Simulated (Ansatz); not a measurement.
**SrCd: stress in a strained cell**

Aim: deform SrCd (zz strain of -2 %) and compute stress, forces and field gradients with LAPW, PAW and all-electron datasets made for the crystal.

Computed with Ansatz 0.2.0 (DFT LDA, scalar-relativistic, unless a step's input says otherwise).

### 1 Starting point

Symmetry: Pm-3m, No. 221, cubic system. The conventional cell has a = 4.003 Å, b = 4.003 Å, c = 4.003 Å, α = 90.00°, β = 90.00°, γ = 90.00°. Around Sr (site symmetry m-3m) lie 8 Cd at 3.47 Å. Cd (site symmetry m-3m) is surrounded by 8 Sr at 3.47 Å.

Structure file:

```xyz
2
Lattice="4.0030 0.0000 0.0000 0.0000 4.0030 0.0000 0.0000 0.0000 4.0030" Properties=species:S:1:pos:R:3 pbc="T T T"
Sr    2.0015    2.0015    2.0015
Cd    0.0000    0.0000    0.0000
```

Atoms are numbered in the order of the input: Sr1, Cd2.

### 2 The deformed structure

Space group Pm-3m before, P4/mmm after.

### 3 Full-potential LAPW

File input.yaml:

```yaml
crystal:
  lattice:
    - [4.003, 0.0, 0.0]
    - [0.0, 4.003, 0.0]
    - [0.0, 0.0, 3.92294]
  atoms:
    - { symbol: Sr, position: [0.5, 0.5, 0.5] }
    - { symbol: Cd, position: [0.0, 0.0, 0.0] }
kpoints:
  mp_grid: { grid: [10, 10, 10] }
  band_path:
    path:
      - [0.0, 0.0, 0.0]
      - [0.0, 0.5, 0.0]
      - [0.5, 0.5, 0.0]
      - [0.0, 0.0, 0.0]
      - [0.0, 0.0, 0.5]
      - [0.0, 0.5, 0.5]
      - [0.5, 0.5, 0.5]
      - [0.0, 0.0, 0.5]
      - [0.0, 0.5, 0.0]
    npoints: 5
scf:
  occupations: { method: fermi_dirac, width: 0.08 }
hamiltonian:
  xc: lda
  pseudopotentials: { kind: all_electron, lapw: { basis_error: 0.0005 } }
output:
  forces: true
  stress: true
  eigenvalues: true
```

The run is started by

```sh
$ ansatz run input.yaml --threads 1 --pin off --max-ram 3072MiB --backend cpu --events-out ev --progress --plain --runs-dir out
```

### 4 Frozen-core PAW

File input.yaml:

```yaml
crystal:
  lattice:
    - [4.003, 0.0, 0.0]
    - [0.0, 4.003, 0.0]
    - [0.0, 0.0, 3.92294]
  atoms:
    - { symbol: Sr, position: [0.5, 0.5, 0.5] }
    - { symbol: Cd, position: [0.0, 0.0, 0.0] }
kpoints:
  mp_grid: { grid: [10, 10, 10] }
scf:
  occupations: { method: fermi_dirac, width: 0.08 }
hamiltonian:
  xc: lda
  pseudopotentials: { kind: paw }
output:
  forces: true
  stress: true
  eigenvalues: true
  efg: { contact_densities: true }
```

### 5 All-electron PAW on datasets made for the crystal

input.yaml, as its differences from that of step 4:

```diff
@@ -14,3 +14,3 @@
   xc: lda
-  pseudopotentials: { kind: paw }
+  pseudopotentials: { kind: all_electron, datasets: crystal }
 output:
```

(Steps that only read results are left out.)

**Question.** What will these runs give? Wanted: pressure; largest shear or deviatoric stress.

**Answer**, as computed:

```
                                 quantity                                              value
                                 pressure  LAPW -1.57, PAW -1.57, crystal datasets -1.57 GPa
largest shear or deviatoric stress (LAPW)                                           0.39 GPa
```

The largest part of the stress beyond the pressure is 0.39 GPa in size, in the zz component; the atoms are carried along and not relaxed. No run of the undeformed cell stands beside it, so the pressure holds what the given cell had before the change. PAW: stress within 0.01 GPa of LAPW. Crystal datasets: stress within 0.01 GPa of LAPW.
